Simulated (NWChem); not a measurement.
**A workflow on the pair CH4S2···BClF2**

We compute a single-point energy (singlet CH4BClF2S2, B97-D/def2-SVP), then the energy (singlet CH4S2, B97-D/def2-SVP), then the energy (singlet BClF2, B97-D/def2-SVP), then the energy (singlet CH4S2, B97-D/def2-SVP), then the energy (singlet BClF2, B97-D/def2-SVP) of CH4BClF2S2 and its partners. 

The results are computed with NWChem 7.3.0.

### Step 1. The structure to begin with

CH4BClF2S2 has 11 atoms, charge 0, and is taken as a singlet. The two molecules were placed rigidly side by side, at 1.1 times their contact distance; the pair isn't optimised.

Bond lengths: C1–S2 1.802 Å, S2–S3 2.037 Å, F8–B9 1.310 Å, B9–F10 1.310 Å, B9–Cl11 1.740 Å, C1–H4 1.090 Å, C1–H5 1.089 Å, C1–H6 1.093 Å, S3–H7 1.349 Å. Some angles: C1–S2–S3 103.0°, F8–B9–F10 119.0°, F8–B9–Cl11 120.5°, F10–B9–Cl11 120.5°, S2–C1–H4 111.1°, S2–C1–H5 110.8°, S2–C1–H6 106.0°, S2–S3–H7 99.3°, H4–C1–H5 110.4°, H4–C1–H6 109.2°.

### Step 2. The energy at B97-D/def2-SVP (run 1)

m1.nw

```
start m1
title "CH4BClF2S2 B97-D"
memory stack 880 mb heap 220 mb global 1100 mb
geometry units angstrom noautosym nocenter noautoz
C     -0.766440     0.540710    -0.247940
S      0.401960     0.323110     1.107160
S      1.930160    -0.702390     0.234360
H     -1.179240    -0.415890    -0.567540
H     -0.294040     1.049010    -1.087540
H     -1.571240     1.165910     0.146360
H      1.478860    -1.960490     0.415160
F      1.618240    -1.487140    -4.686780
B      2.356630    -1.876760    -3.676700
F      3.289640    -1.075150    -3.225370
Cl     2.102000    -3.434990    -2.946210
end
basis spherical bse
* library def2-SVP
end
dft
xc becke97-d
grid fine
convergence energy 1e-08
maxiter 100
mulliken
print low
end
task dft energy
```

Run with:

```bash
$ nwchem m1.nw > m1.out
```

Standard output:

```text
[...]
 d= 0,ls=0.0,diis     1  -1520.9760432167 -1.99D+03  1.20D-02  1.08D+00     2.2
[...]
 d= 0,ls=0.0,diis    11  -1521.1065442870 -2.82D-10  1.14D-07  3.51D-10    20.4
         Total DFT energy =    -1521.106544287000
      One electron energy =    -3040.729503184938
           Coulomb energy =     1159.673258086855
    Exchange-Corr. energy =     -111.601167728519
 Nuclear repulsion energy =      471.557460289063
    Dispersion correction =       -0.006591749462
[...]
      Total Density - Mulliken Population Analysis
     ---------------------------------------------
    Atom       Charge   Shell Charges
 -----------   ------   -------------------------------------------------------
    1 C    6     6.06   1.99  0.93  0.15  2.10  0.87  0.03
    2 S   16    16.11   2.00  1.99  1.28  0.63  5.93  1.82  2.36  0.10
    3 S   16    16.07   2.00  1.98  1.29  0.59  5.93  1.82  2.38  0.08
    4 H    1     0.95   0.75  0.18  0.02
    5 H    1     0.94   0.74  0.17  0.02
    6 H    1     0.94   0.74  0.18  0.02
    7 H    1     0.92   0.73  0.16  0.03
    8 F    9     9.06   1.99  1.14  0.71  3.39  1.83  0.01
    9 B    5     4.81   1.99  0.73 -0.01  1.52  0.31  0.27
   10 F    9     9.06   1.99  1.14  0.71  3.39  1.82  0.01
[...]
```

Wall time 21 s (1 thread of Intel Xeon 6975P-C (Granite Rapids), shared host); peak memory 0.12 GiB.

### Step 3. CH4S2: the energy at B97-D/def2-SVP (run 2)

a.nw

```
echo
start a
memory total 2200 mb

geometry units angstroms noautosym nocenter noautoz
 C     -0.766440     0.540710    -0.247940
 S      0.401960     0.323110     1.107160
 S      1.930160    -0.702390     0.234360
 H     -1.179240    -0.415890    -0.567540
 H     -0.294040     1.049010    -1.087540
 H     -1.571240     1.165910     0.146360
 H      1.478860    -1.960490     0.415160
end

basis spherical bse
 * library def2-SVP
end

dft
 xc becke97-d
 grid fine
 convergence energy 1e-08
 maxiter 100
 mulliken
 noprint "final vectors analysis"
end

task dft energy
```

Run with:

```bash
$ nwchem a.nw > a.out
```

Standard output:

```text
[...]
          Wavefunction type:  closed shell.
          No. of atoms     :     7
          No. of electrons :    42
[...]
          Charge           :     0
          Spin multiplicity:     1
[...]
          AO basis - number of functions:    70
[...]
              XC Information
              --------------
                   Becke 97-D Method XC Functional
                  Becke 1997-D Exchange Functional  1.000
                Becke 1997-D Correlation Potential  1.000
[...]
 d= 0,ls=0.0,diis     1   -836.5740843314 -9.87D+02  1.05D-02  3.04D-01     0.8
[...]
 d= 0,ls=0.0,diis    10   -836.6115241539 -2.25D-09  3.94D-07  7.02D-10     6.9
         Total DFT energy =     -836.611524153884
      One electron energy =    -1452.447892153119
           Coulomb energy =      524.032646949979
    Exchange-Corr. energy =      -58.338286361574
 Nuclear repulsion energy =      150.145623306126
    Dispersion correction =       -0.003615895297
[...]
      Total Density - Mulliken Population Analysis
     ---------------------------------------------
    Atom       Charge   Shell Charges
 -----------   ------   -------------------------------------------------------
    1 C    6     6.06   1.99  0.93  0.15  2.10  0.87  0.03
    2 S   16    16.11   2.00  1.99  1.28  0.64  5.93  1.82  2.36  0.10
    3 S   16    16.07   2.00  1.98  1.29  0.59  5.93  1.82  2.38  0.08
    4 H    1     0.95   0.75  0.18  0.02
    5 H    1     0.94   0.74  0.17  0.02
    6 H    1     0.95   0.74  0.18  0.02
    7 H    1     0.93   0.73  0.17  0.03
[...]
```

It took 7.5 s on 1 thread of Intel Xeon 6975P-C (Granite Rapids), shared host; peak memory 0.12 GiB.

### Step 4. BClF2: the energy at B97-D/def2-SVP (run 3)

bclf2.nw

```
START bclf2
TITLE "BClF2"
memory 2200 mb

GEOMETRY units angstroms noautosym nocenter noautoz
  F        1.618240      -1.487140      -4.686780
  B        2.356630      -1.876760      -3.676700
  F        3.289640      -1.075150      -3.225370
  Cl       2.102000      -3.434990      -2.946210
END

BASIS spherical bse
  * library def2-SVP
END

DFT
  xc becke97-d
  grid fine
  convergence energy 1e-08
  maxiter 100
  mulliken
  print low
END

TASK dft energy
```

Run with:

```bash
$ nwchem bclf2.nw > bclf2.out
```

Standard output:

```text
[...]
 d= 0,ls=0.0,diis     1   -684.3988588135 -8.27D+02  2.28D-02  7.72D-01     0.4
[...]
 d= 0,ls=0.0,diis     8   -684.4917179305  8.63D-10  5.03D-06  1.76D-07     2.5
         Total DFT energy =     -684.491717930457
      One electron energy =    -1229.824297422296
           Coulomb energy =      456.463387471253
    Exchange-Corr. energy =      -53.266135144889
 Nuclear repulsion energy =      142.136280062788
    Dispersion correction =       -0.000952897312
[...]
      Total Density - Mulliken Population Analysis
     ---------------------------------------------
    Atom       Charge   Shell Charges
 -----------   ------   -------------------------------------------------------
    1 F    9     9.06   1.99  1.14  0.71  3.39  1.83  0.01
    2 B    5     4.80   1.99  0.73 -0.01  1.52  0.30  0.27
    3 F    9     9.06   1.99  1.14  0.71  3.39  1.83  0.01
    4 Cl  17    17.08   2.00  1.98  1.28  0.64  5.93  2.20  3.02  0.02
[...]
```

It took 3 s on 1 thread of Intel Xeon 6975P-C (Granite Rapids), shared host; peak memory 0.11 GiB.

### Step 5. CH4S2 among ghost functions: a single-point energy at B97-D/def2-SVP (with ghost functions) (run 4)

work.nw

```
start work
memory total 2200 mb
geometry units angstrom noautosym nocenter noautoz
 C     -0.766440     0.540710    -0.247940
 S      0.401960     0.323110     1.107160
 S      1.930160    -0.702390     0.234360
 H     -1.179240    -0.415890    -0.567540
 H     -0.294040     1.049010    -1.087540
 H     -1.571240     1.165910     0.146360
 H      1.478860    -1.960490     0.415160
 bqF      1.618240    -1.487140    -4.686780
 bqB      2.356630    -1.876760    -3.676700
 bqF      3.289640    -1.075150    -3.225370
 bqCl     2.102000    -3.434990    -2.946210
end
basis spherical bse
 C library def2-SVP
 S library def2-SVP
 H library def2-SVP
 bqF library F def2-SVP
 bqB library B def2-SVP
 bqCl library Cl def2-SVP
end
dft
 xc becke97-d
 grid fine
 convergence energy 1e-08
 iterations 100
 mulliken
 noprint "final vectors analysis"
end
task dft energy
```

Run with:

```bash
$ nwchem work.nw > work.out
```

Standard output:

```text
[...]
          Wavefunction type:  closed shell.
          No. of atoms     :    11
          No. of electrons :    42
[...]
          Charge           :     0
          Spin multiplicity:     1
[...]
          AO basis - number of functions:   130
[...]
              XC Information
              --------------
                   Becke 97-D Method XC Functional
                  Becke 1997-D Exchange Functional  1.000
                Becke 1997-D Correlation Potential  1.000
[...]
 d= 0,ls=0.0,diis     1   -836.5748997565 -9.87D+02  5.68D-03  3.06D-01     2.0
[...]
 d= 0,ls=0.0,diis    10   -836.6125561667 -2.48D-09  2.12D-07  6.89D-10    17.9
         Total DFT energy =     -836.612556166718
      One electron energy =    -1452.394436023933
           Coulomb energy =      523.974625010907
    Exchange-Corr. energy =      -58.334752564522
 Nuclear repulsion energy =      150.145623306126
    Dispersion correction =       -0.003615895297
[...]
      Total Density - Mulliken Population Analysis
     ---------------------------------------------
    Atom       Charge   Shell Charges
 -----------   ------   -------------------------------------------------------
    1 C    6     6.06   1.99  0.93  0.15  2.10  0.87  0.03
    2 S   16    16.11   2.00  1.99  1.28  0.64  5.93  1.82  2.36  0.10
    3 S   16    16.07   2.00  1.98  1.29  0.59  5.93  1.82  2.38  0.08
    4 H    1     0.95   0.75  0.18  0.02
    5 H    1     0.94   0.74  0.17  0.02
    6 H    1     0.95   0.74  0.18  0.02
    7 H    1     0.92   0.73  0.16  0.03
    8 X    0    -0.00  -0.00  0.00 -0.00  0.00 -0.00 -0.00
    9 X    0     0.01   0.00 -0.00  0.01 -0.00  0.01 -0.00
   10 X    0    -0.00  -0.00  0.00 -0.00 -0.00  0.00  0.00
[...]
```

It took 19 s on 1 thread of Intel Xeon 6975P-C (Granite Rapids), shared host; peak memory 0.12 GiB.

### Step 6. BClF2 among ghost functions: the energy at B97-D/def2-SVP (with ghost functions) (run 5)

sp.nw

```
start sp
title "BClF2"
memory stack 880 mb heap 220 mb global 1100 mb
charge 0

geometry units angstrom noautosym nocenter noautoz
  F        1.618240      -1.487140      -4.686780
  B        2.356630      -1.876760      -3.676700
  F        3.289640      -1.075150      -3.225370
  Cl       2.102000      -3.434990      -2.946210
  bqC     -0.766440     0.540710    -0.247940
  bqS      0.401960     0.323110     1.107160
  bqS      1.930160    -0.702390     0.234360
  bqH     -1.179240    -0.415890    -0.567540
  bqH     -0.294040     1.049010    -1.087540
  bqH     -1.571240     1.165910     0.146360
  bqH      1.478860    -1.960490     0.415160
end

basis spherical bse
  F library def2-SVP
  B library def2-SVP
  Cl library def2-SVP
  bqC library C def2-SVP
  bqS library S def2-SVP
  bqH library H def2-SVP
end

dft
  xc becke97-d
  grid fine
  convergence energy 1e-08
  iterations 100
  mulliken
  print low
end

task dft energy
```

Run with:

```bash
$ nwchem sp.nw > sp.out
```

Standard output:

```text
[...]
 d= 0,ls=0.0,diis     1   -684.3993319691 -8.27D+02  1.06D-02  7.73D-01     1.8
[...]
 d= 0,ls=0.0,diis     8   -684.4922535086  1.28D-09  2.35D-06  1.83D-07    12.8
         Total DFT energy =     -684.492253508553
      One electron energy =    -1229.805972871209
           Coulomb energy =      456.443189703839
    Exchange-Corr. energy =      -53.264797506658
 Nuclear repulsion energy =      142.136280062788
    Dispersion correction =       -0.000952897312
[...]
      Total Density - Mulliken Population Analysis
     ---------------------------------------------
    Atom       Charge   Shell Charges
 -----------   ------   -------------------------------------------------------
    1 F    9     9.06   1.99  1.14  0.71  3.39  1.83  0.01
    2 B    5     4.80   1.99  0.73 -0.01  1.52  0.30  0.27
    3 F    9     9.06   1.99  1.14  0.71  3.39  1.83  0.01
    4 Cl  17    17.08   2.00  1.98  1.28  0.64  5.93  2.20  3.02  0.02
    5 X    0    -0.00  -0.00  0.00 -0.00 -0.00 -0.00 -0.00
    6 X    0     0.00  -0.00 -0.00  0.00  0.00 -0.00 -0.00  0.00 -0.00
    7 X    0     0.00   0.00  0.00 -0.00 -0.00  0.00 -0.00  0.00  0.00
    8 X    0     0.00  -0.00  0.00 -0.00
    9 X    0     0.00   0.00  0.00 -0.00
   10 X    0    -0.00  -0.00 -0.00 -0.00
[...]
```

Run time: 14 s. Hardware: 1 thread of Intel Xeon 6975P-C (Granite Rapids), shared host; peak memory 0.12 GiB.

### Step 7. Outcome

| quantity | value |
| --- | --- |
| run 1, B97-D/def2-SVP: total energy | -1521.10654 Eh |
| run 1, B97-D/def2-SVP: dispersion energy | -17.31 kJ/mol |
| CH4S2: total energy | -836.61152 Eh |
| CH4S2: dipole moment | 1.75 D |
| CH4S2: dispersion energy | -9.49 kJ/mol |
| BClF2: total energy | -684.49172 Eh |
| BClF2: dispersion energy | -2.50 kJ/mol |
| CH4S2 among ghost functions: total energy | -836.61256 Eh |
| CH4S2 among ghost functions: dipole moment | 1.71 D |
| CH4S2 among ghost functions: dispersion energy | -9.49 kJ/mol |
| BClF2 among ghost functions: total energy | -684.49225 Eh |
| BClF2 among ghost functions: dispersion energy | -2.50 kJ/mol |
| interaction energy of the rigid parts CH4S2 and BClF2 (parts in their own basis; closest atoms 3.72 Å apart) | -0.090 eV |
| interaction energy of the rigid parts CH4S2 and BClF2 (parts in the whole basis, counterpoise; closest atoms 3.72 Å apart) | -0.047 eV |

**Reading.** The interaction energy of the rigid parts CH4S2 and BClF2 (parts in their own basis; closest atoms 3.72 Å apart) is −0.09 eV (−2.1 kcal/mol): the parts attract. Without counterpoise this holds the superposition error of the basis. The interaction energy of the rigid parts CH4S2 and BClF2 (parts in the whole basis, counterpoise; closest atoms 3.72 Å apart) is −0.05 eV (−4.6 kJ/mol): the parts attract. The basis-set superposition error is 4.1 kJ/mol. Mulliken charges (CH4S2) run from -0.11 on S2 to +0.07 on H7. Mulliken charges (BClF2) run from -0.08 on Cl4 to +0.20 on B2; they depend strongly on the basis.
